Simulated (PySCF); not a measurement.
# CH9BSi2: the cost of one run

Programs: PySCF 2.14.0, with density-fitted response routines of our own. Each step states its level of theory. These are calculated values for one molecule in the gas phase, unless marked as measured. Atoms are numbered from 0 throughout.

### Step 1. The starting structure

13 atoms, charge 0, multiplicity 1; geometry from: GFN2-xTB. The atoms were then displaced at random by about 0.01 Å, so the start is not that level's minimum.

Bonds of the start (Å): B0–Si1 1.95, Si1–C2 1.93, C2–Si3 1.88, B0–H4 1.20, B0–H5 1.14, Si1–H6 1.48, Si1–H7 1.48, C2–H8 1.06, C2–H9 1.09, Si3–H10 1.48, Si3–H11 1.49, Si3–H12 1.45.

### Step 2. Optimising the geometry at PBE0-D3(BJ)/def2-SVP

Job settings and geometry (Å):

```
{"job": {"xc": "PBE0", "basis": "def2-SVP", "d3": "d3bj", "grid": 1, "shake": 0.01, "kind": "geom"}, "charge": 0, "multiplicity": 1}
B      2.178700     0.561360    -0.653230
Si     1.002560    -0.912460    -0.143320
C     -0.850330    -0.657250    -0.623130
Si    -1.671690     0.792940     0.241510
H      1.751590     1.674920    -0.754150
H      3.291460     0.435440    -0.886510
H      1.394680    -2.218450    -0.723310
H      1.044410    -1.146720     1.313000
H     -0.901410    -0.510450    -1.675590
H     -1.380400    -1.574670    -0.386900
H     -1.658270     0.611420     1.707130
H     -3.104570     0.857040    -0.166480
H     -1.090920     2.069990    -0.120610
```

Command:

```
OMP_NUM_THREADS=1 python probes_run.py task.json out
```

The driver reads the jobs from task.json and runs them one after another.

Q: Estimate the wall time and peak memory of this first job on 1 thread of Arm Neoverse V1, shared host.

About 55 s, with a peak of 0.46 GiB.
